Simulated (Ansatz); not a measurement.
# BH7OSi2: how energies converge with the basis set

An exercise on one series of results from a longer session: the logs are not shown, and one member is left open.

Method: one geometry, several basis sets; program: Ansatz 0.2.0, Gaussian basis.

The runs, in order: PBE0-D4/def2-SVP; ωB97M-V/def2-SVP; PBE0-D4/def2-QZVPP; ωB97M-V/def2-QZVPP; the functionals' def2-TZVPP values are taken from earlier runs.

### The relaxed structure

All runs share one geometry, relaxed beforehand with PBE0-D4 in a triple-zeta def2 set.

SMILES `B[SiH2][SiH2]O`, 11 atoms, charge 0, spin multiplicity 1.

Atoms are counted from 1 here; the program's logs count them from 0.

Bond lengths: B1–Si2 1.990 Å, B1–H5 1.195 Å, B1–H6 1.195 Å, Si2–Si3 2.364 Å, Si2–H7 1.490 Å, Si2–H8 1.493 Å, Si3–O4 1.653 Å, Si3–H9 1.483 Å, Si3–H10 1.492 Å, O4–H11 0.958 Å. Angles: Si2–B1–H5 120.9°, Si2–B1–H6 121.0°, H5–B1–H6 117.9°, B1–Si2–Si3 105.7°, B1–Si2–H7 114.7°, B1–Si2–H8 113.8°, Si3–Si2–H7 107.6°, Si3–Si2–H8 106.1°, H7–Si2–H8 108.5°, Si2–Si3–O4 111.6°, Si2–Si3–H9 111.0°, Si2–Si3–H10 108.8°, O4–Si3–H9 105.5°, O4–Si3–H10 111.2°, H9–Si3–H10 108.6°, Si3–O4–H11 117.4°.

The first run:

The input, in.yaml:

```yaml
crystal:
  periodic: [false, false, false]
  atoms:
    - {symbol: B, position_ang: [-1.173631, 1.893100, -0.153192]}
    - {symbol: Si, position_ang: [-0.888406, -0.038212, -0.539275]}
    - {symbol: Si, position_ang: [1.078347, -0.639234, 0.626707]}
    - {symbol: O, position_ang: [1.469771, -2.226757, 0.384199]}
    - {symbol: H, position_ang: [-0.638090, 2.736220, -0.810089]}
    - {symbol: H, position_ang: [-1.811261, 2.244553, 0.794930]}
    - {symbol: H, position_ang: [-1.982151, -0.934424, -0.069740]}
    - {symbol: H, position_ang: [-0.620994, -0.330892, -1.978868]}
    - {symbol: H, position_ang: [0.892701, -0.496533, 2.091527]}
    - {symbol: H, position_ang: [2.186048, 0.262593, 0.196137]}
    - {symbol: H, position_ang: [1.553168, -2.527315, -0.521635]}
basis:
  gaussian: {orbitals: def2-SVP}
hamiltonian: {xc: pbe0, dispersion: d4}
output: {orbitals: {seedname: orbitals}}
```

Started as:

```console
$ ansatz run in.yaml --threads 2 --pin off --events-out ev --progress --plain --max-ram 4352MiB
```

Steps of the session up to this table: PBE0-D4 in def2-SVP; ωB97M-V in def2-SVP; PBE0-D4 in def2-QZVPP; ωB97M-V in def2-QZVPP.

One of the session's tables, all rows but one given; the rest of the session is left out.

It belongs to the step «Density functionals: the series». 

| functional | basis | HOMO (eV) | LUMO (eV) |
| --- | --- | --- | --- |
| PBE0-D4 | def2-SVP | -7.59 | -2.49 |
| PBE0-D4 | def2-TZVPP | -7.63 | -2.54 |
| PBE0-D4 | def2-QZVPP | -7.65 | -2.55 |
| ωB97M-V | def2-SVP | ? | ? |
| ωB97M-V | def2-TZVPP | -9.64 | -0.64 |
| ωB97M-V | def2-QZVPP | -9.66 | -0.68 |

**Question.** Estimate the row for ωB97M-V, def2-SVP.

The run gave: HOMO (eV): -9.57; LUMO (eV): -0.50. In the column «HOMO (eV)» it lies between ωB97M-V, def2-TZVPP (-9.64) and PBE0-D4, def2-QZVPP (-7.65).
